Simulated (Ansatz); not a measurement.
# AlRu: the cost of one run

Computed with Ansatz 0.2.0 (DFT LDA, frozen-core PAW, scalar-relativistic unless said, unless a step's input says otherwise).

3 further runs of the same task are left out: 2 that didn't finish, 1 set aside as unsound or not needed.

**1. The starting structure**

Symmetry: Pm-3m, No. 221, cubic system. Conventional cell: a = 2.992 Å, b = 2.992 Å, c = 2.992 Å, α = 90.00°, β = 90.00°, γ = 90.00°. Around Al (site symmetry m-3m) lie 8 Ru at 2.59 Å. Around Ru (site symmetry m-3m) lie 8 Al at 2.59 Å.

As a file:

```cif
data_structure
_symmetry_space_group_name_H-M 'Pm-3m'
_symmetry_Int_Tables_number 221
_cell_length_a 2.9916
_cell_length_b 2.9916
_cell_length_c 2.9916
_cell_angle_alpha 90.000
_cell_angle_beta 90.000
_cell_angle_gamma 90.000
_cell_volume 26.77
loop_
_atom_site_label
_atom_site_type_symbol
_atom_site_symmetry_multiplicity
_atom_site_Wyckoff_symbol
_atom_site_fract_x
_atom_site_fract_y
_atom_site_fract_z
_atom_site_occupancy
Al1 Al 1 a 0.00000 0.00000 0.00000 1
Ru1 Ru 1 b 0.50000 0.50000 0.50000 1
```

Cartesian axes are those of the input's lattice vectors. The structure goes back to a database entry.

**2. Cell and atoms relaxed, PAW**

The input, input.yaml:

```yaml
crystal:
  lattice:
    - [2.9916, 0.0, 0.0]
    - [0.0, 2.9916, 0.0]
    - [0.0, 0.0, 2.9916]
  atoms:
    - { symbol: Al, position: [0.0, 0.0, 0.0] }
    - { symbol: Ru, position: [0.5, 0.5, 0.5] }
kpoints:
  mp_grid: { grid: [16, 16, 16] }
scf:
  occupations: { method: fermi_dirac, width: 0.05 }
hamiltonian:
  xc: lda
  pseudopotentials: { kind: paw }
relax:
  f_tol: 0.002
  max_steps: 80
  cell: {}
output:
  forces: true
  stress: true
```

Started as:

```bash
$ ansatz run input.yaml --threads 1 --pin off --max-ram 1228MiB --backend cpu --events-out ev --progress --plain --runs-dir out
```

What time and memory should one allow on 1 thread of Arm Neoverse N1, shared host?

About 22 s, with a peak of 0.34 GiB.
